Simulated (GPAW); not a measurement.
The system is Tl3Cu.

```
Tl Cu
1.0
     4.71700    0.00000    0.00000
     0.00000    4.71700    0.00000
     0.00000    0.00000    4.71700
Tl Cu
3 1
Direct
  0.50000 0.50000 0.00000
  0.50000 0.00000 0.50000
  0.00000 0.50000 0.50000
  0.00000 0.00000 0.00000
```

The cell comes from a database or a generator and needn't be the stable form of this composition.

* Program: GPAW 26.7.0
* Task: single point
* Functional: PBE
* Potentials or basis: GPAW PAW data sets (gpaw-data 1.2.1)
* Cutoff: 600 eV
* Basis: pw
* k mesh: 6 × 6 × 6
* Occupations: fermi-dirac, width 0.05 eV
* Spin: no spin polarisation

On this cell: pressure -0.3 GPa; largest force zero by symmetry; band gap on the k mesh none (metal or under the smearing width).

The same run follows on a disturbed copy (atoms moved at random, drawn with an rms of 0.05 Å):

```xyz
4
Lattice="4.7170 0.0000 0.0000 0.0000 4.7170 0.0000 0.0000 0.0000 4.7170" Properties=species:S:1:pos:R:3 pbc="T T T"
Tl    2.2926    2.3320   -0.0051
Tl    2.2934   -0.0087    2.3445
Tl   -0.0232    2.3299    2.4046
Cu   -0.0131    0.0134    0.0305
```

What does the disturbed cell give?

The energy (extrapolated to zero smearing) moves by +1.4 meV/atom; pressure -0.3 GPa; largest force 0.175 eV/Å; band gap on the k mesh none (metal or under the smearing width).

Forces on the atoms (eV/Å):
```
Tl   0.078  0.033  0.074
Tl   0.076 -0.073 -0.013
Tl  -0.158  0.035 -0.067
Cu   0.004  0.005  0.006
```

Caveats: with this Cu data set, volumes or pressures lay over 1.5 % or 2 GPa off other programs in two to four cells of ten.
